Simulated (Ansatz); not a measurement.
# CoRu5: the cost of one run

Program: Ansatz 0.2.0. Level of theory: DFT r2SCAN, scalar-relativistic, plane waves, PAW. These are calculated values, not measurements.

1 further run of the same task is left out (it didn't finish). Runs told in other sessions of the task aren't counted.

## Step 1: Starting point

It takes space group P-6m2 (No. 187, hexagonal). Conventional cell: a = 2.703 Å, b = 2.703 Å, c = 12.661 Å, α = 90.00°, β = 90.00°, γ = 120.00°. Co (site symmetry -6m2) is surrounded by 6 Ru at 2.57 Å and 6 Co at 2.70 Å. Ru (site symmetry -6m2) is surrounded by 12 Ru at 2.67 to 2.70 Å. Ru (site symmetry 3m) has 3 Co at 2.57 Å and 9 Ru at 2.64 to 2.70 Å in its first shell of neighbours. Ru (site symmetry 3m) is surrounded by 12 Ru at 2.64 to 2.70 Å.

As a file:

```
CELL_PARAMETERS angstrom
2.70285 0.00000 0.00000
-1.35142 2.34073 0.00000
0.00000 0.00000 12.66076
ATOMIC_POSITIONS crystal
Co 0.66667 0.33333 0.50000
Ru 0.33333 0.66667 0.00000
Ru 0.33333 0.66667 0.33884
Ru 0.33333 0.66667 0.66116
Ru 0.66667 0.33333 0.17094
Ru 0.66667 0.33333 0.82906
```

The cell was relaxed beforehand at this level, from a generated guess; it needn't be the stable form of this composition. At a tolerance of 0.05 Å it has space group P-6m2 (No. 187); it has 13.35 Å³/atom, an uncorrected energy of +0.05 eV/atom over the elements and, on its mesh, gap none (metal).

## Step 2: Level of theory: r2SCAN

input.yaml

```yaml
crystal:
  lattice:
    - [2.7028477843, 0.0, 0.0]
    - [-1.3514238921, 2.3407348438, 0.0]
    - [0.0, 0.0, 12.6607633856]
  atoms:
    - { symbol: Co, position: [0.6666666667, 0.3333333333, 0.5], spin: 3.0 }
    - { symbol: Ru, position: [0.3333333333, 0.6666666667, 0.0], spin: 1.0 }
    - { symbol: Ru, position: [0.3333333333, 0.6666666667, 0.3388448277], spin: 1.0 }
    - { symbol: Ru, position: [0.3333333333, 0.6666666667, 0.6611551723], spin: 1.0 }
    - { symbol: Ru, position: [0.6666666667, 0.3333333333, 0.1709409448], spin: 1.0 }
    - { symbol: Ru, position: [0.6666666667, 0.3333333333, 0.8290590552], spin: 1.0 }
basis:
  ecutwfc: 500
kpoints:
  mp_grid: { grid: [18, 18, 4] }
  band_path:
    path:
      - [[0.0, 0.0, 0.0], [0.5, 0.0, 0.0], [0.33333333, 0.33333333, 0.0], [0.0, 0.0, 0.0], [0.0, 0.0, 0.5], [0.5, 0.0, 0.5], [0.33333333, 0.33333333, 0.5], [0.0, 0.0, 0.5]]
      - [[0.5, 0.0, 0.5], [0.5, 0.0, 0.0]]
      - [[0.33333333, 0.33333333, 0.5], [0.33333333, 0.33333333, 0.0]]
    npoints: 14
hamiltonian:
  xc: r2scan
scf:
  occupations: { method: gaussian, width: 0.1 }
  n_extra_bands: 15
output:
  forces: true
  stress: true
  eigenvalues: true
  populations: true
  dos: { projected: true, de: 0.02, nscf_kmesh: { grid: [22, 22, 5] } }
  bader: true
magnetization:
  spin_polarized: true
```

Command:

```console
> ansatz run input.yaml --threads 4 --pin off --max-ram 8192MiB --backend cpu --events-out ev --progress --plain --runs-dir out
```

What time and memory should one allow on 4 threads of Arm Neoverse V2, shared host?

About 5.5 min, with a peak of 1.3 GiB.
